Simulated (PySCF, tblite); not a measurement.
# C₄H₁₂FPSi₂: geometry, infrared bands and NMR shifts

Wanted: the infrared bands and NMR shifts of C₄H₁₂FPSi₂ (`FC[C@@H]1CC[SiH2]P[SiH2]1`), by calculation.

Computed with tblite 0.8.0 and PySCF 2.14.0, with density-fitted response routines of our own, on a single molecule in the gas phase. Atoms count from 0, in the outputs and in this text.

## 1. The starting structure

20 atoms, charge 0, multiplicity 1; geometry from: force field or distance geometry start.

Bonds of the start (Å): F0–C1 1.35, C1–C2 1.53, C2–C3 1.55, C3–C4 1.55, C4–Si5 1.87, Si5–P6 2.22, P6–Si7 2.22, Si7–C2 1.91, C1–H8 1.11, C1–H9 1.10, C2–H10 1.09, C3–H11 1.11, C3–H12 1.08, C4–H13 1.09, C4–H14 1.09, Si5–H15 1.49, Si5–H16 1.48, P6–H17 1.41, Si7–H18 1.48, Si7–H19 1.48.

## 2. Relaxing the molecule with GFN2-xTB

What the job is given:

```
{"job": {"kind": "relax", "xc": "GFN2-xTB", "basis": "xTB"}, "charge": 0, "multiplicity": 1}
F      2.492900    -0.052200    -1.624500
C      2.510400    -0.045200    -0.274000
C      1.092400    -0.001500     0.286000
C      0.282000    -1.209200    -0.250100
C     -1.076500    -1.433000     0.454600
Si    -2.386600    -0.129300     0.147600
P     -1.640900     1.767600     1.030200
Si     0.279300     1.685900    -0.081500
H      3.027900    -0.969600     0.054500
H      3.116500     0.801500     0.066000
H      1.153000    -0.079100     1.373500
H      0.875900    -2.126400    -0.070700
H      0.136200    -1.139400    -1.318500
H     -0.913300    -1.547000     1.523800
H     -1.484500    -2.379400     0.098400
H     -3.662700    -0.492600     0.818200
H     -2.601900     0.072300    -1.298800
H     -2.331700     2.660000     0.190700
H     -0.017600     1.838300    -1.524800
H      1.143900     2.788900     0.396400
```

Launch:

```sh
OMP_NUM_THREADS=1 python probes_run.py task.json out
```

The driver reads the jobs from task.json and runs them one after another.

**Question.** This job is followed by: GFN2-xTB harmonic vibrations, gas phase; GIAO PBE0/pcSseg-1 NMR shielding, non-relativistic, gas phase. Predict these results of the whole session: strongest single infrared mode (GFN2-xTB); zero-point energy (GFN2-xTB); 13C shifts against TMS (PBE0/pcSseg-1); 1H shifts against TMS (PBE0/pcSseg-1); 19F shifts against CFCl3 (PBE0/pcSseg-1); 29Si shifts against TMS (PBE0/pcSseg-1); 31P shifts against H3PO4 (PBE0/pcSseg-1).

The runs gave:

| quantity | value |
| --- | --- |
| strongest single infrared mode (GFN2-xTB) | 2217 cm⁻¹, 318 km/mol |
| zero-point energy (GFN2-xTB) | 91.5 kcal/mol |
| 13C shifts against TMS (PBE0/pcSseg-1) | 92.7, 33.4, 32.9, 13.8 ppm |
| 1H shifts against TMS (PBE0/pcSseg-1) | 4.87, 4.78, 4.75, 4.59, 4.51, 4.45, 2.10, 2.05, 1.32, 0.70, 0.59, 0.56 ppm |
| 19F shifts against CFCl3 (PBE0/pcSseg-1) | -246.6 ppm |
| 29Si shifts against TMS (PBE0/pcSseg-1) | -46.8, -50.2 ppm |
| 31P shifts against H3PO4 (PBE0/pcSseg-1) | -344.4 ppm |

**Reading.** Relaxing lowered the energy by 0.127 eV in 47 steps; the close pair that moved most is C4–Si5, from 1.874 to 1.908 Å. All 54 modes are real, so the xTB geometry is a minimum. The strongest single mode, at 2217 cm⁻¹, moves mainly H19. GFN2-xTB is a fitted tight-binding method: band positions and strengths are rough. Its intensities can rank the bands wrongly. C1 (sp3 CH2 bonded to F) lies farthest downfield among carbon, at 92.7 ppm; pulled downfield by the heteroatom. At PBE0/pcSseg-1: The largest span, 173 ppm, is at P6, where the paramagnetic term is -306 ppm.
